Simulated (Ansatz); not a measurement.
# Cl₂GeH₄Si: basis-set convergence

The task here is to estimate one member of a computed series from the others.

The runs use Ansatz 0.2.0, Gaussian basis; one geometry, several basis sets.

The runs, in order: PBE0-D4/def2-SVP; ωB97M-V/def2-SVP; PBE0-D4/def2-QZVPP; ωB97M-V/def2-QZVPP; the functionals' def2-TZVPP values are taken from earlier runs.

### Structure used throughout

All runs share one geometry, relaxed beforehand with PBE0-D4 in a triple-zeta def2 set.

SMILES `Cl[SiH2][GeH2][Cl]`, 8 atoms, charge 0, spin multiplicity 1.

Atoms are counted from 1 here; the program's logs count them from 0.

Bond lengths: Cl1–Si2 2.053 Å, Si2–Ge3 2.384 Å, Si2–H5 1.484 Å, Si2–H6 1.482 Å, Ge3–Cl4 2.162 Å, Ge3–H7 1.535 Å, Ge3–H8 1.538 Å. Angles: Cl1–Si2–Ge3 108.5°, Cl1–Si2–H5 108.5°, Cl1–Si2–H6 108.9°, Ge3–Si2–H5 110.7°, Ge3–Si2–H6 110.2°, H5–Si2–H6 110.0°, Si2–Ge3–Cl4 106.3°, Si2–Ge3–H7 113.3°, Si2–Ge3–H8 113.2°, Cl4–Ge3–H7 106.7°, Cl4–Ge3–H8 106.6°, H7–Ge3–H8 110.4°.

Geometry (Å):

```xyz
8
charge 0, multiplicity 1
Cl   -2.4807    0.7661    0.0096
Si   -0.7298    0.2188    0.9315
Ge    0.9363   -0.1101   -0.7409
Cl    0.2568   -1.7657   -1.9547
H    -0.3300    1.3024    1.8640
H    -0.9563   -1.0390    1.6817
H     1.0951    1.0917   -1.6833
H     2.3009   -0.5213   -0.1635
```

The first run:

The input, in.yaml:

```yaml
crystal:
  periodic: [false, false, false]
  atoms:
    - {symbol: Cl, position_ang: [-2.480731, 0.766077, 0.009588]}
    - {symbol: Si, position_ang: [-0.729831, 0.218756, 0.931515]}
    - {symbol: Ge, position_ang: [0.936283, -0.110117, -0.740944]}
    - {symbol: Cl, position_ang: [0.256819, -1.765665, -1.954747]}
    - {symbol: H, position_ang: [-0.330021, 1.302373, 1.863975]}
    - {symbol: H, position_ang: [-0.956271, -1.038952, 1.681673]}
    - {symbol: H, position_ang: [1.095086, 1.091689, -1.683337]}
    - {symbol: H, position_ang: [2.300866, -0.521261, -0.163523]}
basis:
  gaussian: {orbitals: def2-SVP}
hamiltonian: {xc: pbe0, dispersion: d4}
output: {orbitals: {seedname: orbitals}}
```

The run is started by

```bash
$ ansatz run in.yaml --threads 4 --pin off --events-out ev --progress --plain --max-ram 10444MiB
```

Steps of the session up to this table: PBE0-D4 in def2-SVP; ωB97M-V in def2-SVP; PBE0-D4 in def2-QZVPP; ωB97M-V in def2-QZVPP.

One table of the session follows, with a row left open; its other results are not shown here.

```
functional       basis  HOMO (eV)
   PBE0-D4    def2-SVP      -8.03
   PBE0-D4  def2-TZVPP      -8.13
   PBE0-D4  def2-QZVPP          ?
   ωB97M-V    def2-SVP     -10.03
   ωB97M-V  def2-TZVPP     -10.18
   ωB97M-V  def2-QZVPP     -10.21
```

Q: Estimate the row for PBE0-D4, def2-QZVPP from the others.

**Answer.** HOMO (eV): -8.16. In the column «HOMO (eV)» it lies between ωB97M-V, def2-SVP (-10.03) and PBE0-D4, def2-TZVPP (-8.13).
